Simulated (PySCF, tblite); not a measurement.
# C₃H₁₁FOSi₃: geometry, infrared bands and NMR shifts

Wanted: the infrared bands and NMR shifts of C₃H₁₁FOSi₃ (`C[SiH](C)[SiH2][Si@@H](F)C=O`), by calculation.

Programs: tblite 0.8.0 and PySCF 2.14.0, with density-fitted response routines of our own. Each step states its level of theory. These are calculated values for one molecule in the gas phase, unless marked as measured. Atoms are numbered from 0 throughout.

### Step 1. Starting geometry

19 atoms, charge 0, multiplicity 1; geometry from: force field or distance geometry start.

Bonds of the start (Å): C0–Si1 1.84, Si1–C2 1.87, Si1–Si3 2.30, Si3–Si4 2.29, Si4–F5 1.62, Si4–C6 1.87, C6–O7 1.23, C0–H8 1.09, C0–H9 1.11, C0–H10 1.10, Si1–H11 1.49, C2–H12 1.08, C2–H13 1.09, C2–H14 1.08, Si3–H15 1.50, Si3–H16 1.48, Si4–H17 1.49, C6–H18 1.09.

### Step 2. Relaxing the molecule with GFN2-xTB

What the job is given:

```
{"job": {"kind": "relax", "xc": "GFN2-xTB", "basis": "xTB"}, "charge": 0, "multiplicity": 1}
C     -1.704800     1.514800     0.390600
Si    -1.294100    -0.240600     0.743300
C     -0.099900    -0.420800     2.168300
Si    -0.444900    -1.250400    -1.145500
Si     1.798800    -0.828400    -1.290500
F      2.393900    -1.519400    -2.623500
C      2.045300     1.018300    -1.428000
O      1.752900     1.727400    -0.467700
H     -0.824800     2.102100     0.129900
H     -2.179100     1.990900     1.267800
H     -2.426500     1.592700    -0.439600
H     -2.552400    -0.955100     1.110700
H      0.818900     0.125500     1.991700
H     -0.540200    -0.016100     3.082700
H      0.139300    -1.457200     2.353600
H     -0.681200    -2.726900    -1.027300
H     -1.180600    -0.765100    -2.334700
H      2.513200    -1.416600    -0.126900
H      2.456500     1.405800    -2.362200
```

On the command line:

```
$ OMP_NUM_THREADS=1 python probes_run.py task.json out
```

The driver reads the jobs from task.json and runs them one after another.

**Question.** This job is followed by: GFN2-xTB harmonic vibrations, gas phase; GIAO PBE0/pcSseg-1 NMR shielding, non-relativistic, gas phase. What will the session give for the following? strongest single infrared mode (GFN2-xTB); zero-point energy (GFN2-xTB); 13C shifts against TMS (PBE0/pcSseg-1); 1H shifts against TMS (PBE0/pcSseg-1, means over atoms taken as alike); 29Si shifts against TMS (PBE0/pcSseg-1); 19F shifts against CFCl3 (PBE0/pcSseg-1); 17O shifts against H2O (PBE0/pcSseg-1).

As calculated:

```
                                                              quantity                                          value
                             strongest single infrared mode (GFN2-xTB)                           593 cm⁻¹, 371 km/mol
                                          zero-point energy (GFN2-xTB)                                  79.6 kcal/mol
                                13C shifts against TMS (PBE0/pcSseg-1)                          260.9, -2.6, -2.7 ppm
1H shifts against TMS (PBE0/pcSseg-1, means over atoms taken as alike)  12.74, 5.54, 4.49, 3.33, 3.29, 0.36, 0.33 ppm
                               29Si shifts against TMS (PBE0/pcSseg-1)                         4.4, -42.0, -128.1 ppm
                              19F shifts against CFCl3 (PBE0/pcSseg-1)                                     -236.8 ppm
                                17O shifts against H2O (PBE0/pcSseg-1)                                      940.6 ppm
```

The optimisation took 121 steps and gained 0.293 eV; among the close pairs (by a distance rule), C0–Si1 changed most, from 1.837 to 1.901 Å. No mode is imaginary among the 51: a minimum at this level. The strongest single mode, at 593 cm⁻¹, moves mainly H11. GFN2-xTB is a fitted tight-binding method: band positions and strengths are rough. Its intensities can rank the bands wrongly. At PBE0/pcSseg-1: The widest tensor belongs to O7: span 2105 ppm, with a paramagnetic part of -1010 ppm.
